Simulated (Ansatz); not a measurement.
**SiO2: further runs on the relaxed cell**

One table from this session's results is given with a row withheld; the runs are named, their logs left out.

Program: Ansatz 0.2.0. Level of theory: DFT LDA, scalar-relativistic, plane waves, PAW. These are calculated values, not measurements.

**Starting point**

It takes space group Pmma (No. 51, orthorhombic). Conventional cell: a = 5.222 Å, b = 7.367 Å, c = 8.120 Å, α = 90.00°, β = 90.00°, γ = 90.00°. Si (site symmetry m) has 4 O at 1.60 to 1.61 Å in its first shell of neighbours. Si (site symmetry mm2) is surrounded by 4 O at 1.60 to 1.61 Å. Around O (site symmetry 2) lie 2 Si at 1.61 Å. Around O (site symmetry mm2) lie 2 Si at 1.60 Å. O (site symmetry m) has 2 Si at 1.60 to 1.61 Å in its first shell of neighbours. Around O (site symmetry 2/m) lie 2 Si at 1.60 Å.

Coordinates:

```cif
data_structure
_symmetry_space_group_name_H-M 'Pmma'
_symmetry_Int_Tables_number 51
_cell_length_a 5.2222
_cell_length_b 7.3674
_cell_length_c 8.1199
_cell_angle_alpha 90.000
_cell_angle_beta 90.000
_cell_angle_gamma 90.000
_cell_volume 312.41
loop_
_atom_site_label
_atom_site_type_symbol
_atom_site_symmetry_multiplicity
_atom_site_Wyckoff_symbol
_atom_site_fract_x
_atom_site_fract_y
_atom_site_fract_z
_atom_site_occupancy
Si1 Si 4 k 0.25000 0.21363 0.10380 1
Si2 Si 2 f 0.25000 0.50000 0.38700 1
O1 O 4 g 0.00000 0.26843 0.00000 1
O2 O 2 e 0.25000 0.00000 0.14251 1
O3 O 4 k 0.25000 0.32033 0.27513 1
O4 O 2 d 0.50000 0.50000 0.50000 1
```

It goes back to an entry of the Materials Project, which need not be the stable form.

This cell was relaxed beforehand with the same method: volume 17.36 Å³/atom, gap on the mesh 5.42 eV.

The first run:

input.yaml reads:

```yaml
crystal:
  lattice:
    - [5.1694810136, 0.0, 0.0]
    - [0.0, 7.2929942519, 0.0]
    - [0.0, 0.0, 8.0378804118]
  atoms:
    - { symbol: Si, position: [0.25, 0.2136282334, 0.1037963923] }
    - { symbol: Si, position: [0.75, 0.7863717666, 0.8962036077] }
    - { symbol: Si, position: [0.75, 0.2136282334, 0.8962036077] }
    - { symbol: Si, position: [0.25, 0.7863717666, 0.1037963923] }
    - { symbol: Si, position: [0.25, 0.5, 0.3869958164] }
    - { symbol: Si, position: [0.75, 0.5, 0.6130041836] }
    - { symbol: O, position: [0.0, 0.2684260089, 0.0] }
    - { symbol: O, position: [0.5, 0.7315739911, 0.0] }
    - { symbol: O, position: [0.0, 0.7315739911, 0.0] }
    - { symbol: O, position: [0.5, 0.2684260089, 0.0] }
    - { symbol: O, position: [0.25, 0.0, 0.1425053543] }
    - { symbol: O, position: [0.75, 0.0, 0.8574946457] }
    - { symbol: O, position: [0.25, 0.3203322815, 0.2751347481] }
    - { symbol: O, position: [0.75, 0.6796677185, 0.7248652519] }
    - { symbol: O, position: [0.75, 0.3203322815, 0.7248652519] }
    - { symbol: O, position: [0.25, 0.6796677185, 0.2751347481] }
    - { symbol: O, position: [0.5, 0.5, 0.5] }
    - { symbol: O, position: [0.0, 0.5, 0.5] }
basis:
  ecutwfc: 420
kpoints:
  mp_grid: { grid: [4, 4, 4] }
hamiltonian:
  xc: lda
scf:
  occupations: { method: gaussian, width: 0.02 }
output:
  forces: true
  stress: true
  eigenvalues: true
relax:
  adjacent_minimum: "off"
  f_tol: 0.01
  max_steps: 30
  cell: { stress_tol: 0.1, fix: [volume] }
```

Run with:

```bash
$ ansatz run input.yaml --threads 4 --pin off --max-ram 10240MiB --backend cpu --events-out ev --progress --plain --runs-dir out
```

Steps of the session up to this table: Volume × 0.97; Point at V/V0 = 1.03; Volume × 0.94; The cell scaled to 1.06 of its volume; The cell scaled to 0.91 of its volume; Point at V/V0 = 1.10; The cell scaled to 0.88 of its volume.

One table of the session follows, with a row left open; its other results are not shown here.

It belongs to the step «Equation of state». 

| volume (Å³/atom) | energy above the lowest point (meV/atom) | pressure (GPa) | gap on the mesh (eV) |
| --- | --- | --- | --- |
| 15.273 | 59.7 | 10.54 | 5.45 |
| 15.794 | 31.1 | 7.18 | 5.47 |
| 16.315 | 12.7 | 4.27 | 5.46 |
| 16.835 | 2.9 | 1.89 | 5.45 |
| 17.356 | 0.0 | -0.01 | 5.42 |
| 17.877 | ? | ? | ? |
| 18.397 | 15.4 | -5.09 | 5.31 |
| 19.092 | 45.1 | -8.58 | 5.15 |

**Question.** Estimate the row for volume (Å³/atom) = 17.877.

Worked estimate for «energy above the lowest point (meV/atom)». A straight line through the neighbours (17.356, 0.0) and (18.397, 15.4) gives 0.0 + (15.4 − 0.0) × (17.877 − 17.356) / (18.397 − 17.356) = 7.7; a parabola fitted to 4 rows on both sides gives 3.6.

**Answer.** energy above the lowest point (meV/atom): 3.5; pressure (GPa): -2.28; gap on the mesh (eV): 5.38. In «energy above the lowest point (meV/atom)» the line misses by +4.2 and the parabola by +0.1.
